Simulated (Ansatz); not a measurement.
Crystal: CaB2.

```
CELL_PARAMETERS angstrom
3.22643 0.00000 0.00000
-1.61322 2.79417 0.00000
0.00000 0.00000 4.06739
ATOMIC_POSITIONS crystal
Ca 0.00000 0.00000 0.00000
B 0.66667 0.33333 0.50000
B 0.33333 0.66667 0.50000
```

The cell comes from a database or a generator and needn't be the stable form of this composition.

Base run:

| Quantity | Value |
| --- | --- |
| Program | Ansatz 0.2.0 |
| Functional | PBEsol |
| Potentials or basis | Ansatz PAW |
| Cutoff | 420 eV (not typed: the program's choice for these potentials) |
| k mesh | 9 × 9 × 7 |
| Occupations | fermi-dirac, width 0.05 eV |
| Spin | no spin polarisation |

Its results: band gap on the k mesh none (metal or under the smearing width); pressure -3.3 GPa.

**Question.** The run is repeated on the same cell with these changes: functional from PBEsol to r2SCAN; cutoff from 420 eV (not typed: the program's choice for these potentials) to 500 eV (not typed: the program's choice for these potentials). What comes out?

**Answer.** Band gap on the k mesh none (metal or under the smearing width); pressure -0.4 GPa.

Caveats: the PAW data sets come from PBE, with cores solved anew for the run's functional, which leaves a small shift of forces and pressure.
